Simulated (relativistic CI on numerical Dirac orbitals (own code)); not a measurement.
# Tm⁴⁺: N4,5 absorption multiplets

Aim: the N4,5 absorption spectrum of Tm⁴⁺ in 4 surroundings, from the same atomic integrals.

Method: Dirac-Coulomb-Breit CI, KLI orbitals optimised for each configuration, model QED (radiative potential, 1s self-energy scaled to tabulated hydrogen-like ionisation energies), multiplet model of core-to-valence dipole absorption in a parametric crystal field. Code: relativistic CI on numerical Dirac orbitals (own code) version 1.

## (1) The atom as given

| Item | Value |
| --- | --- |
| ion | Tm⁴⁺ (Tm V) |
| nuclear charge | 69 |
| electrons | 65 |
| configurations | [Xe] 4f11 → [Kr] 4d9 4f12 5s2 5p6 |
| magnetising field for the dichroism, Lz and Sz | magnetic field 10 T along z; these come from the lowest magnetised state alone (0 K) |
| temperature of the isotropic spectrum | 300 K |
| widths | Lorentz 0.5 eV, Gauss 0.2 eV |
| surrounding 1 | D3h, B20 = 200, B40 = -120, B60 = 170, B66 = 90 cm⁻¹ |
| surrounding 2 | D3d, B20 = 1480, B40 = 970, B43 = 1390, B60 = 40, B63 = 1030, B66 = 830 cm⁻¹ |
| surrounding 3 | D3h, B20 = -280, B40 = -1130, B60 = 200, B66 = 700 cm⁻¹ |
| surrounding 4 | C2v, B20 = 190, B22 = 80, B40 = 220, B42 = 20, B44 = 140, B60 = -880, B62 = -180, B64 = 730, B66 = 330 cm⁻¹ |

## (2) Surrounding 1: D3h, B20 = 200, B40 = -120, B60 = 170, B66 = 90

Settings, as recorded:

```ini
atom Tm  Z=69  charge=4  electrons=65
nucleus A=169  rms_radius_fm=5.2256
hamiltonian dirac-coulomb  breit=on  qed=on  c_scale=1
orbitals kli  potential=per-configuration
slater_scale 1
correlation none
mixing on
configurations
  [Xe] 4f11
  [Kr] 4d9 4f12 5s2 5p6
end
absorption N4,5 T=300 lorentz=0.5 gauss=0.2
crystal_field D3h B20=200 B40=-120 B60=170 B66=90
```

## (3) Surrounding 2: D3d, B20 = 1480, B40 = 970, B43 = 1390, B60 = 40, B63 = 1030, B66 = 830

Changes to the settings of step 2:

```diff
@@ -12,2 +12,2 @@
 absorption N4,5 T=300 lorentz=0.5 gauss=0.2
-crystal_field D3h B20=200 B40=-120 B60=170 B66=90
+crystal_field D3d B20=1480 B40=970 B43=1390 B60=40 B63=1030 B66=830
```

## (4) Surrounding 3: D3h, B20 = -280, B40 = -1130, B60 = 200, B66 = 700

Changes to the settings of step 3:

```diff
@@ -12,2 +12,2 @@
 absorption N4,5 T=300 lorentz=0.5 gauss=0.2
-crystal_field D3d B20=1480 B40=970 B43=1390 B60=40 B63=1030 B66=830
+crystal_field D3h B20=-280 B40=-1130 B60=200 B66=700
```

## (5) Surrounding 4: C2v, B20 = 190, B22 = 80, B40 = 220, B42 = 20, B44 = 140, B60 = -880, B62 = -180, B64 = 730, B66 = 330

Changes to the settings of step 4:

```diff
@@ -12,2 +12,2 @@
 absorption N4,5 T=300 lorentz=0.5 gauss=0.2
-crystal_field D3h B20=-280 B40=-1130 B60=200 B66=700
+crystal_field C2v B20=190 B22=80 B40=220 B42=20 B44=140 B60=-880 B62=-180 B64=730 B66=330
```

(Steps that only read results are left out.)

What does the calculation give? Wanted: highest peak, first run; ground spin; core spin-orbit splitting.

**Answer**, as computed:

| surrounding | ground S | Lz (0 K) | Sz (0 K) | centroid (eV) | share of the lower edge | up to four highest peaks (% of the highest), eV |
| --- | --- | --- | --- | --- | --- | --- |
| 1: D3h | 1.48 | -2.61 | -0.64 | 184.26 | - | 174.7 (8), 177.6 (51), 180.4 (11), 189.2 (100) |
| 2: D3d | 1.48 | -1.46 | -0.38 | 184.27 | - | 174.8 (9), 177.7 (51), 180.5 (11), 189.2 (100) |
| 3: D3h | 1.48 | -4.88 | -1.20 | 184.26 | - | 174.7 (8), 177.6 (51), 180.5 (11), 189.2 (100) |
| 4: C2v | 1.48 | -2.86 | -0.72 | 184.26 | - | 174.8 (8), 177.6 (51), 180.5 (11), 189.2 (100) |

| quantity | value |
| --- | --- |
| highest peak, first run | 189.2 eV |
| ground spin (effective S from ⟨S²⟩) | 1.48 |
| core spin-orbit splitting (without Breit) | 8.55 eV |

The highest peak stays in place, within the step of the energy grid, in all surroundings. Edge positions are free-ion values and differ from those in solids by a few eV or more.
